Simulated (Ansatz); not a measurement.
# BF3: the cost of one run

Method: RKS LDA/def2-mTZVP, in Ansatz 0.2.0.

**1. The system as given**

Bond lengths: B1–F2 1.320 Å, B1–F3 1.320 Å, B1–F4 1.320 Å. Angles: F2–B1–F3 120.0°, F2–B1–F4 120.0°, F3–B1–F4 120.0°.

As a file:

```xyz
4

B     0.0000    0.0000    0.0000
F     0.0000    0.0000    1.3200
F     1.1431    0.0000   -0.6600
F    -1.1431    0.0000   -0.6600
```

**2. Preparing the start**

input.yaml reads:

```yaml
crystal:
  periodic: [false, false, false]
  atoms:
    - { symbol: B, position_ang: [0.0, 0.0, 0.0] }
    - { symbol: F, position_ang: [0.0, 0.0, 1.32] }
    - { symbol: F, position_ang: [1.1431, 0.0, -0.66] }
    - { symbol: F, position_ang: [-1.1431, 0.0, -0.66] }
basis:
  gaussian: { orbitals: def2-mTZVP }
hamiltonian:
  xc: lda
relax:
  f_tol: 0.02
  max_steps: 40
```

Command:

```
ansatz run input.yaml --threads 1 --pin off --max-ram 2048MiB --backend cpu --events-out ev --progress --plain --runs-dir out
```

What time and memory should one allow on 1 thread of Arm Neoverse V1, shared host?

About 3 s, with a peak of 0.11 GiB.
